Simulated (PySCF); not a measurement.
# C₄H₁₂Ge: NMR shieldings

Aim: compute the NMR shieldings of C₄H₁₂Ge (`[CH3][Ge]([CH3])([CH3])[CH3]`).

Programs: PySCF 2.14.0, with routines of our own; each step states its level. All values are computed. Atoms count from 0.

## 1. The system as given

17 atoms, charge 0, multiplicity 1; geometry from: GFN2-xTB.

## 2. Optimising the geometry at PBE0-D3(BJ)/def2-SVP

Job settings and geometry (Å):

```
{"job": {"xc": "PBE0", "basis": "def2-SVP", "d3": "d3bj", "grid": 1, "maxiter": 30, "shake": 0.01, "kind": "geom"}, "charge": 0, "multiplicity": 1}
C     -0.452140    -1.024890    -1.649870
Ge    -0.007090    -0.005420    -0.003600
C     -0.041760     1.947900    -0.386990
C     -1.288380    -0.409650     1.422270
C      1.810780    -0.544380     0.593210
H     -1.466150    -0.716160    -2.006190
H     -0.456890    -2.072180    -1.473520
H      0.252060    -0.781780    -2.453690
H      0.238190     2.522320     0.529650
H     -1.008870     2.268760    -0.695290
H      0.682060     2.196960    -1.150050
H     -2.317510    -0.124910     1.126360
H     -1.356200    -1.463940     1.641910
H     -1.098830     0.129560     2.344810
H      1.846220    -1.612310     0.818650
H      2.554440    -0.306890    -0.152120
H      2.093560     0.008850     1.504630
```

Started as:

```bash
OMP_NUM_THREADS=1 python heavy_run.py task.json out
```

This one command runs all jobs of the session in turn.

What it wrote:

```text
step   0  E = -2235.84626761  max force = 0.037621
step   1  E = -2235.85042848  max force = 0.009019
step   2  E = -2235.85100553  max force = 0.002537
step   3  E = -2235.85119048  max force = 0.001350
step   4  E = -2235.85124797  max force = 0.001349
step   5  E = -2235.85129280  max force = 0.000726
step   6  E = -2235.85131714  max force = 0.000496
step   7  E = -2235.85134460  max force = 0.000898
step   8  E = -2235.85137398  max force = 0.001188
step   9  E = -2235.85139921  max force = 0.001031
step  10  E = -2235.85141139  max force = 0.000423
optimisation converged
```

Run time: 1.8 min. Hardware: 1 thread of Arm Neoverse V1, shared host; peak memory 0.61 GiB.

Step by step:

```
step  energy from step 0 (eV)  largest force component (eV/Å)
   0                   0.0000                          1.9346
   1                  -0.1132                          0.4638
   2                  -0.1289                          0.1305
   3                  -0.1340                          0.0694
   4                  -0.1355                          0.0694
   5                  -0.1367                          0.0373
   6                  -0.1374                          0.0255
   7                  -0.1382                          0.0462
   8                  -0.1390                          0.0611
   9                  -0.1396                          0.0530
  10                  -0.1400                          0.0218
```

Distances of close pairs at the start and the end, largest changes first:

```
  bond  before (Å)  after (Å)  change (Å)
 C0–H6       1.062      1.101      +0.039
 C2–H9       1.065      1.101      +0.036
Ge1–C2       1.991      1.957      -0.034
Ge1–C4       1.988      1.957      -0.031
C0–Ge1       1.987      1.957      -0.030
C3–H12       1.079      1.101      +0.022
C4–H15       1.079      1.101      +0.021
C2–H10       1.081      1.100      +0.020
```

The final coordinates are the input of the step that follows.

```
                         at the end point                value
  point group (found at 0.08 Å tolerance)                   Td
rotational constants (GHz, main isotopes)  2.881, 2.879, 2.877
                        dipole moment (D)                 0.00
```

## 3. NMR shieldings: PBE/pcSseg-1 Ge:us-x2c-TZVPall-2c, spin–orbit

Job settings and geometry (Å):

```
{"job": {"xc": "PBE", "basis": {"default": "pcSseg-1", "Ge": "us-x2c-TZVPall-2c"}, "rel": "so", "kind": "hnmr"}, "charge": 0, "multiplicity": 1}
C     -0.008053    -1.197615    -1.546050
Ge    -0.000642     0.001545     0.000652
C     -0.059256     1.859177    -0.611860
C     -1.565383    -0.368933     1.116407
C      1.628466    -0.290098     1.045033
H     -0.923082    -1.057615    -2.141772
H      0.033908    -2.250008    -1.226555
H      0.857358    -1.002756    -2.197676
H     -0.068874     2.550228     0.245017
H     -0.964767     2.045376    -1.209250
H      0.817162     2.096407    -1.233645
H     -2.495752    -0.227076     0.545815
H     -1.543013    -1.406885     1.482194
H     -1.591673     0.300845     1.989177
H      1.687144    -1.333320     1.390852
H      2.522297    -0.080092     0.438213
H      1.650988     0.366321     1.928041
```

Level: PBE/pcSseg-1 Ge:us-x2c-TZVPall-2c GIAO NMR shielding, X2C with spin-orbit coupling, screened-nuclear two-electron part, Gaussian nuclei, gas phase.

What it wrote:

```text
spin-free SCF
coarse grid: 57800 points
cycle   1  E = -2257.8067027426  dE = -7.805e-02  |g| = 9.975e-01  |ddm| = 3.707e+00
cycle   2  E = -2257.5387508604  dE =  2.680e-01  |g| = 1.528e+00  |ddm| = 1.852e+00
cycle   3  E = -2257.9944694816  dE = -4.557e-01  |g| = 2.279e-02  |ddm| = 1.198e+00
cycle   4  E = -2257.9944803525  dE = -1.087e-05  |g| = 1.822e-02  |ddm| = 2.941e-02
cycle   5  E = -2257.9945383677  dE = -5.802e-05  |g| = 1.559e-03  |ddm| = 1.525e-02
cycle   6  E = -2257.9945387994  dE = -4.317e-07  |g| = 5.850e-04  |ddm| = 1.847e-03
final grid: 122336 points
cycle   7  E = -2257.9944425002  dE = -2.182e-07  |g| = 1.047e-03  |ddm| = 5.213e-03
cycle   8  E = -2257.9944422344  dE =  2.658e-07  |g| = 1.833e-03  |ddm| = 2.280e-03
cycle   9  E = -2257.9944426942  dE = -4.599e-07  |g| = 1.096e-04  |ddm| = 1.205e-03
cycle  10  E = -2257.9944426980  dE = -3.735e-09  |g| = 2.139e-05  |ddm| = 1.527e-04
converged SCF energy = -2257.9944426980
two-component SCF
cycle   1  E = -2257.9577302734  dE = -2.258e+03  |FDS-SDF| = 5.398e+00
cycle   2  E = -2258.0359620392  dE = -7.823e-02  |FDS-SDF| = 5.633e-03
cycle   3  E = -2258.0359621131  dE = -7.390e-08  |FDS-SDF| = 7.125e-04
cycle   4  E = -2258.0359620983  dE =  1.473e-08  |FDS-SDF| = 5.517e-04
cycle   5  E = -2258.0359621328  dE = -3.450e-08  |FDS-SDF| = 2.090e-05
cycle   6  E = -2258.0359621328  dE =  2.319e-11  |FDS-SDF| = 1.651e-05
converged, E = -2258.0359621328

Field gradients (au) and densities at the nuclei (bohr^-3)
atom        Vxx        Vyy        Vzz        centre      nuclear mean
  0 C      0.0170     0.0172    -0.0342        114.358        114.358
  1 Ge    -0.0008    -0.0017     0.0025      28315.843      28301.050
  2 C      0.0169     0.0172    -0.0342        114.358        114.358
  3 C      0.0170     0.0173    -0.0343        114.358        114.358
  4 C      0.0172     0.0172    -0.0344        114.358        114.358
  5 H     -0.1454    -0.1537     0.2991          0.376          0.376
  6 H     -0.1456    -0.1539     0.2995          0.376          0.376
  7 H     -0.1455    -0.1538     0.2994          0.376          0.376
  8 H     -0.1454    -0.1537     0.2990          0.376          0.376
  9 H     -0.1455    -0.1539     0.2994          0.376          0.376
 10 H     -0.1457    -0.1541     0.2998          0.376          0.376
 11 H     -0.1456    -0.1540     0.2996          0.376          0.376
 12 H     -0.1454    -0.1538     0.2992          0.376          0.376
 13 H     -0.1457    -0.1541     0.2998          0.376          0.376
 14 H     -0.1455    -0.1539     0.2995          0.376          0.376
 15 H     -0.1456    -0.1540     0.2995          0.376          0.376
 16 H     -0.1456    -0.1541     0.2997          0.376          0.376
without picture change
  1 Ge                           0.0026                     41248.609

Core orbital energies (eV)
atom   shell        mean    spread
  1 Ge 1s       -10949.181   0.000
  1 Ge 2s        -1370.268   0.000
  1 Ge 3s         -166.977   0.000
  1 Ge 2p1/2     -1218.575   0.000
  1 Ge 2p3/2     -1187.108   0.000
  1 Ge 3p1/2      -116.992   0.000
  1 Ge 3p3/2      -112.765   0.000
  1 Ge 3d3/2       -28.306   0.000
  1 Ge 3d5/2       -27.760   0.044

Shielding tensors (ppm)
atom      isotropic    diamagn.    paramagn.     s11        s22        s33       span
  0 C       179.56      250.26      -70.70     174.87     175.11     188.70      13.83
  1 Ge     1468.40     2656.07    -1187.66    1468.07    1468.25    1468.89       0.82
  2 C       179.60      250.26      -70.66     174.91     175.18     188.71      13.80
  3 C       179.58      250.27      -70.69     174.89     175.16     188.69      13.80
  4 C       179.59      250.28      -70.69     174.90     175.20     188.68      13.78
  5 H        30.94       30.53        0.41      26.28      28.24      38.30      12.02
  6 H        30.94       30.53        0.41      26.28      28.23      38.30      12.02
  7 H        30.93       30.52        0.41      26.27      28.22      38.30      12.03
  8 H        30.94       30.52        0.41      26.27      28.24      38.29      12.02
  9 H        30.93       30.52        0.41      26.27      28.23      38.30      12.03
 10 H        30.94       30.52        0.42      26.28      28.22      38.32      12.04
 11 H        30.94       30.52        0.41      26.28      28.23      38.30      12.03
 12 H        30.94       30.53        0.40      26.27      28.25      38.28      12.01
 13 H        30.94       30.53        0.42      26.28      28.23      38.32      12.04
 14 H        30.94       30.53        0.41      26.28      28.24      38.31      12.03
 15 H        30.94       30.53        0.41      26.27      28.24      38.30      12.02
 16 H        30.93       30.52        0.41      26.28      28.23      38.30      12.02
```

Wall time 49 s (1 thread of Arm Neoverse V1, shared host); peak memory 1.1 GiB.

Key values:

```
                       quantity       value
energy from spin-orbit coupling  -0.0415 Eh
```

## 4. NMR shieldings: PBE/pcSseg-1 Ge:us-x2c-TZVPall-2c, spin-free

The job, as its differences from that of step 3:

```diff
@@ -1,2 +1,2 @@
-{"job": {"xc": "PBE", "basis": {"default": "pcSseg-1", "Ge": "us-x2c-TZVPall-2c"}, "rel": "so", "kind": "hnmr"}, "charge": 0, "multiplicity": 1}
+{"job": {"xc": "PBE", "basis": {"default": "pcSseg-1", "Ge": "us-x2c-TZVPall-2c"}, "rel": "sf", "kind": "hnmr"}, "charge": 0, "multiplicity": 1}
 C     -0.008053    -1.197615    -1.546050
```

Method: PBE/pcSseg-1 Ge:us-x2c-TZVPall-2c GIAO NMR shielding, spin-free X2C, Gaussian nuclei, gas phase.

What it wrote:

```text
spin-free SCF
coarse grid: 57800 points
cycle   1  E = -2257.8067027426  dE = -7.805e-02  |g| = 9.975e-01  |ddm| = 3.707e+00
cycle   2  E = -2257.5387508604  dE =  2.680e-01  |g| = 1.528e+00  |ddm| = 1.852e+00
cycle   3  E = -2257.9944694816  dE = -4.557e-01  |g| = 2.279e-02  |ddm| = 1.198e+00
cycle   4  E = -2257.9944803525  dE = -1.087e-05  |g| = 1.822e-02  |ddm| = 2.941e-02
cycle   5  E = -2257.9945383677  dE = -5.802e-05  |g| = 1.559e-03  |ddm| = 1.525e-02
cycle   6  E = -2257.9945387994  dE = -4.317e-07  |g| = 5.850e-04  |ddm| = 1.847e-03
final grid: 122336 points
cycle   7  E = -2257.9944425002  dE = -2.182e-07  |g| = 1.047e-03  |ddm| = 5.213e-03
cycle   8  E = -2257.9944422344  dE =  2.658e-07  |g| = 1.833e-03  |ddm| = 2.280e-03
cycle   9  E = -2257.9944426942  dE = -4.599e-07  |g| = 1.096e-04  |ddm| = 1.205e-03
cycle  10  E = -2257.9944426980  dE = -3.735e-09  |g| = 2.139e-05  |ddm| = 1.527e-04
converged SCF energy = -2257.9944426980
check of the scalar solution
cycle   1  E = -2257.9944426980  dE = -2.258e+03  |FDS-SDF| = 2.139e-05
cycle   2  E = -2257.9944426977  dE =  2.715e-10  |FDS-SDF| = 3.843e-05
converged, E = -2257.9944426977

Field gradients (au) and densities at the nuclei (bohr^-3)
atom        Vxx        Vyy        Vzz        centre      nuclear mean
  0 C      0.0170     0.0172    -0.0342        114.358        114.358
  1 Ge    -0.0008    -0.0017     0.0026      28314.491      28299.699
  2 C      0.0169     0.0173    -0.0342        114.358        114.358
  3 C      0.0170     0.0174    -0.0344        114.358        114.358
  4 C      0.0172     0.0173    -0.0344        114.358        114.358
  5 H     -0.1454    -0.1537     0.2991          0.376          0.376
  6 H     -0.1456    -0.1539     0.2995          0.376          0.376
  7 H     -0.1455    -0.1538     0.2993          0.376          0.376
  8 H     -0.1454    -0.1537     0.2990          0.376          0.376
  9 H     -0.1455    -0.1539     0.2994          0.376          0.376
 10 H     -0.1457    -0.1541     0.2998          0.376          0.376
 11 H     -0.1456    -0.1540     0.2996          0.376          0.376
 12 H     -0.1454    -0.1538     0.2992          0.376          0.376
 13 H     -0.1457    -0.1541     0.2998          0.376          0.376
 14 H     -0.1455    -0.1539     0.2995          0.376          0.376
 15 H     -0.1456    -0.1540     0.2996          0.376          0.376
 16 H     -0.1456    -0.1541     0.2997          0.376          0.376
without picture change
  1 Ge                           0.0026                     41248.890

Core orbital energies (eV)
atom   shell        mean    spread
  1 Ge 1s       -10949.314   0.000
  1 Ge 2s        -1370.290   0.000
  1 Ge 3s         -166.978   0.000
  1 Ge 2p        -1197.461   0.000
  1 Ge 3p         -114.153   0.000
  1 Ge 3d          -27.978   0.069

Shielding tensors (ppm)
atom      isotropic    diamagn.    paramagn.     s11        s22        s33       span
  0 C       177.99      249.91      -71.91     172.82     173.05     188.11      15.29
  1 Ge     1280.18     2772.25    -1492.07    1279.85    1280.04    1280.67       0.83
  2 C       178.03      249.91      -71.88     172.85     173.12     188.12      15.27
  3 C       178.01      249.93      -71.92     172.83     173.10     188.10      15.27
  4 C       178.02      249.93      -71.91     172.83     173.14     188.08      15.25
  5 H        30.99       30.53        0.47      26.39      28.28      38.31      11.92
  6 H        30.99       30.53        0.47      26.40      28.27      38.31      11.91
  7 H        30.99       30.52        0.47      26.39      28.26      38.31      11.92
  8 H        30.99       30.52        0.47      26.38      28.28      38.30      11.92
  9 H        30.99       30.51        0.47      26.38      28.27      38.31      11.92
 10 H        30.99       30.52        0.48      26.39      28.26      38.33      11.94
 11 H        30.99       30.52        0.47      26.39      28.27      38.31      11.92
 12 H        30.99       30.53        0.46      26.39      28.29      38.29      11.90
 13 H        31.00       30.52        0.47      26.39      28.27      38.33      11.93
 14 H        31.00       30.53        0.47      26.39      28.29      38.32      11.93
 15 H        30.99       30.53        0.47      26.39      28.28      38.31      11.92
 16 H        30.99       30.52        0.47      26.39      28.27      38.31      11.92
```

It took 23 s on 1 thread of Arm Neoverse V1, shared host; peak memory 1 GiB.

## 5. NMR shieldings: PBE/pcSseg-1 Ge:us-x2c-TZVPall-2c in water, spin–orbit

The job, as its differences from that of step 4:

```diff
@@ -1,2 +1,2 @@
-{"job": {"xc": "PBE", "basis": {"default": "pcSseg-1", "Ge": "us-x2c-TZVPall-2c"}, "rel": "sf", "kind": "hnmr"}, "charge": 0, "multiplicity": 1}
+{"job": {"xc": "PBE", "basis": {"default": "pcSseg-1", "Ge": "us-x2c-TZVPall-2c"}, "rel": "so", "solvent": "water", "kind": "hnmr"}, "charge": 0, "multiplicity": 1}
 C     -0.008053    -1.197615    -1.546050
```

Level: PBE/pcSseg-1 Ge:us-x2c-TZVPall-2c GIAO NMR shielding, X2C with spin-orbit coupling, screened-nuclear two-electron part, Gaussian nuclei, IEF-PCM water.

What it wrote:

```text
spin-free SCF
coarse grid: 57800 points
cycle   1  E = -2257.8108761062  dE = -8.174e-02  |g| = 9.936e-01  |ddm| = 3.708e+00
cycle   2  E = -2257.5580446064  dE =  2.528e-01  |g| = 1.510e+00  |ddm| = 1.778e+00
cycle   3  E = -2257.9959928158  dE = -4.379e-01  |g| = 3.021e-02  |ddm| = 1.138e+00
cycle   4  E = -2257.9959459621  dE =  4.685e-05  |g| = 3.032e-02  |ddm| = 4.509e-02
cycle   5  E = -2257.9961093892  dE = -1.634e-04  |g| = 1.983e-03  |ddm| = 2.313e-02
cycle   6  E = -2257.9961103622  dE = -9.730e-07  |g| = 8.158e-04  |ddm| = 3.602e-03
final grid: 122336 points
cycle   7  E = -2257.9960140686  dE = -1.893e-07  |g| = 1.300e-03  |ddm| = 5.442e-03
cycle   8  E = -2257.9960137248  dE =  3.438e-07  |g| = 2.227e-03  |ddm| = 2.825e-03
cycle   9  E = -2257.9960143896  dE = -6.648e-07  |g| = 1.692e-04  |ddm| = 1.415e-03
cycle  10  E = -2257.9960143983  dE = -8.703e-09  |g| = 1.714e-05  |ddm| = 2.246e-04
converged SCF energy = -2257.9960143983
two-component SCF
cycle   1  E = -2257.9593021278  dE = -2.258e+03  |FDS-SDF| = 5.398e+00
cycle   2  E = -2258.0375336053  dE = -7.823e-02  |FDS-SDF| = 5.633e-03
cycle   3  E = -2258.0375336804  dE = -7.504e-08  |FDS-SDF| = 7.082e-04
cycle   4  E = -2258.0375336680  dE =  1.238e-08  |FDS-SDF| = 5.352e-04
cycle   5  E = -2258.0375336989  dE = -3.088e-08  |FDS-SDF| = 1.903e-05
cycle   6  E = -2258.0375336989  dE = -3.047e-11  |FDS-SDF| = 1.201e-05
converged, E = -2258.0375336989

Field gradients (au) and densities at the nuclei (bohr^-3)
atom        Vxx        Vyy        Vzz        centre      nuclear mean
  0 C      0.0157     0.0159    -0.0316        114.358        114.358
  1 Ge    -0.0008    -0.0017     0.0025      28315.839      28301.046
  2 C      0.0156     0.0159    -0.0315        114.358        114.358
  3 C      0.0157     0.0160    -0.0316        114.358        114.358
  4 C      0.0158     0.0159    -0.0317        114.358        114.358
  5 H     -0.1454    -0.1537     0.2991          0.375          0.375
  6 H     -0.1455    -0.1539     0.2994          0.375          0.375
  7 H     -0.1455    -0.1538     0.2993          0.375          0.375
  8 H     -0.1453    -0.1536     0.2990          0.375          0.375
  9 H     -0.1455    -0.1538     0.2993          0.375          0.375
 10 H     -0.1457    -0.1540     0.2997          0.375          0.375
 11 H     -0.1455    -0.1539     0.2995          0.375          0.375
 12 H     -0.1454    -0.1538     0.2992          0.375          0.375
 13 H     -0.1457    -0.1540     0.2997          0.375          0.375
 14 H     -0.1455    -0.1539     0.2994          0.375          0.375
 15 H     -0.1455    -0.1539     0.2995          0.375          0.375
 16 H     -0.1456    -0.1540     0.2996          0.375          0.375
without picture change
  1 Ge                           0.0026                     41248.604

Core orbital energies (eV)
atom   shell        mean    spread
  1 Ge 1s       -10949.077   0.000
  1 Ge 2s        -1370.162   0.000
  1 Ge 3s         -166.871   0.000
  1 Ge 2p1/2     -1218.469   0.000
  1 Ge 2p3/2     -1187.003   0.000
  1 Ge 3p1/2      -116.886   0.000
  1 Ge 3p3/2      -112.659   0.000
  1 Ge 3d3/2       -28.200   0.000
  1 Ge 3d5/2       -27.654   0.044

Shielding tensors (ppm)
atom      isotropic    diamagn.    paramagn.     s11        s22        s33       span
  0 C       180.56      250.88      -70.32     175.82     176.04     189.82      14.00
  1 Ge     1467.41     2655.90    -1188.49    1467.09    1467.25    1467.87       0.78
  2 C       180.60      250.88      -70.27     175.86     176.12     189.83      13.97
  3 C       180.58      250.89      -70.32     175.83     176.10     189.80      13.98
  4 C       180.59      250.90      -70.31     175.84     176.13     189.79      13.95
  5 H        30.92       30.59        0.33      26.20      28.22      38.33      12.13
  6 H        30.91       30.59        0.33      26.20      28.21      38.32      12.12
  7 H        30.91       30.58        0.33      26.20      28.21      38.33      12.13
  8 H        30.91       30.57        0.34      26.19      28.22      38.32      12.13
  9 H        30.91       30.57        0.34      26.19      28.21      38.32      12.13
 10 H        30.92       30.57        0.34      26.20      28.20      38.34      12.14
 11 H        30.91       30.58        0.34      26.20      28.21      38.33      12.13
 12 H        30.91       30.59        0.32      26.20      28.23      38.31      12.11
 13 H        30.92       30.58        0.34      26.20      28.21      38.34      12.14
 14 H        30.92       30.59        0.33      26.20      28.23      38.33      12.13
 15 H        30.91       30.58        0.33      26.20      28.22      38.32      12.13
 16 H        30.91       30.57        0.34      26.20      28.21      38.32      12.12
```

Run time: 50 s. Hardware: 1 thread of Arm Neoverse V1, shared host; peak memory 1.2 GiB.

Key values:

```
                       quantity       value
energy from spin-orbit coupling  -0.0415 Eh
```

(Part 1 of 2 ends here.)
